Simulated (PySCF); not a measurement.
**TaOCl2: structure of the doublet**

Aim: relax TaOCl2 as a doublet from a T-shaped (ligand arrangement 1) start, check by its vibrations whether the end is a minimum, and collect its spectrum and constants.

Method: PBE0, basis Ta def2-TZVP with ECP60, O def2-TZVP, Cl def2-TZVP, scalar-relativistic core potentials, no spin–orbit coupling, density fitting; program: PySCF 2.14.0.

**1. The system as given**

4 atoms, charge 0, spin multiplicity 2.

Bond lengths: Ta1–O2 1.830 Å, Ta1–Cl3 2.450 Å, Ta1–Cl4 2.450 Å. Angles: O2–Ta1–Cl3 88.0°, O2–Ta1–Cl4 176.0°, Cl3–Ta1–Cl4 88.0°.

Z-matrix (Å, degrees; charge 0 multiplicity 2):
```
Ta
O  1 1.8300
Cl 1 2.4500 2 88.00
Cl 1 2.4500 3 88.00 2 180.00
```

**2. First SCF at the start**

The steps below are one call of a driver around PySCF. For each, scf.py gives the equivalent set-up of the SCF; relaxations use the driver's own optimiser. After this first run the driver tries any further starts and a stability analysis.

Input file scf.py:

```python
from pyscf import gto, scf, dft
mol = gto.M(atom='''
Ta     0.000000     0.000000     0.000000
O     -1.828900     0.000000     0.063900
Cl     0.000000     0.000000     2.450000
Cl     2.448500     0.000000     0.085500''',
    basis={'Ta': 'def2-TZVP', 'O': 'def2-TZVP', 'Cl': 'def2-TZVP'},
    ecp={'Ta': 'def2-TZVP'},
    charge=0, spin=1)
mf = dft.UKS(mol, xc='PBE0')
mf.grids.atom_grid = (50, 194)
aux = {'Ta': 'def2-universal-JKFIT', 'O': 'def2-universal-JKFIT', 'Cl': 'def2-universal-JKFIT'}
mf = mf.density_fit(auxbasis=aux)
mf.conv_tol = 1e-08
mf.diis_space = 10
mf.max_cycle = 60
mf.init_guess = 'minao'
mf.verbose = 4
mf.kernel()
```

On the command line:

```bash
$ OMP_NUM_THREADS=4 python axn.py task.json out
```

Further steps of the session: Relaxing the doublet from the T-shaped (ligand arrangement 1) start; Frequencies.

What does the calculation give? Wanted: minimum; geometry; wavenumbers; dipole moment; highest occupied, lowest empty level; polar-tensor charge of Ta1; zero-point energy; atomisation energy; ⟨S²⟩.

As calculated:

```
                                          quantity                                                                   value
                                           minimum                                                            doublet, C2v
                                          geometry  Ta–Cl 2.296 Å (×2), Ta–O 1.703 Å; Cl–Ta–Cl 132.2°, Cl–Ta–O 113.9° (×2)
                                wavenumbers (cm⁻¹)               51 (b1), 99 (a1), 217 (b2), 388 (a1), 419 (b2), 1027 (a1)
                                     dipole moment                                                                  1.78 D
highest occupied, lowest empty level (either spin)                                                         -7.19, -3.23 eV
                        polar-tensor charge of Ta1                                                                 +1.77 e
                                 zero-point energy                                                             13.2 kJ/mol
                               entropy at 298.15 K                                                         346.2 J/(mol K)
         atomisation energy (no zero-point energy)                                                             1706 kJ/mol
                                              ⟨S²⟩                                                                   0.756
```

In words: The T-shaped (ligand arrangement 1) start (Cs) ends in a minimum of C2v symmetry. In the infrared the band at 1027 cm⁻¹ (a1, stretch) leads. Most of the spin sits on Ta1 (Mulliken spin 1.13, against 1 for the whole molecule). Only this shape and spin were tried, so other structures or states may lie lower. One determinant may miss the lowest occupation of an open d or f shell. Spin–orbit coupling, left out here, can matter for elements this heavy.
